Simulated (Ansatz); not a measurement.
MnS:

```
CELL_PARAMETERS angstrom
0.00000 2.61225 2.61225
2.61225 0.00000 2.61225
2.61225 2.61225 0.00000
ATOMIC_POSITIONS crystal
Mn 0.00000 0.00000 0.00000
S 0.50000 0.50000 0.50000
```

Base run:

| Item | Value |
| --- | --- |
| Program | Ansatz 0.2.0 |
| Functional | PBE |
| Potentials or basis | Ansatz PAW |
| Cutoff | 420 eV (not typed: the program's choice for these potentials) |
| k mesh | 6 × 6 × 6 |
| Occupations | gaussian, width 0.05 eV |
| Spin | collinear spin, ferromagnetic start |
| Starting moments | [4.0, 0.0] μB |

Its results: band gap on the k mesh none (metal or under the smearing width); pressure -4.0 GPa; net moment 4.68 μB per cell; site moments Mn +4.20; S +0.14 μB.

The run is repeated on the same cell with these changes: hubbard terms from none to Mn d U = 3 eV; hubbard projectors from none to ortho-atomic (the default). What comes out?

Band gap on the k mesh 0.51 eV, indirect (least direct gap 2.18 eV); pressure 3.3 GPa; net moment 5.00 μB per cell; site moments Mn +4.48; S +0.14 μB.

The U term pushes filled and empty states of the shell apart.

Caveats: a cell with one magnetic atom can't hold antiferromagnetic order, which such compounds often take; semilocal functionals often make such compounds metallic where correlation or magnetic order opens a gap, which also shifts bond lengths (some runs); the magnetic or orbital state may not be the lowest (some runs).

A k mesh can miss the band edges.
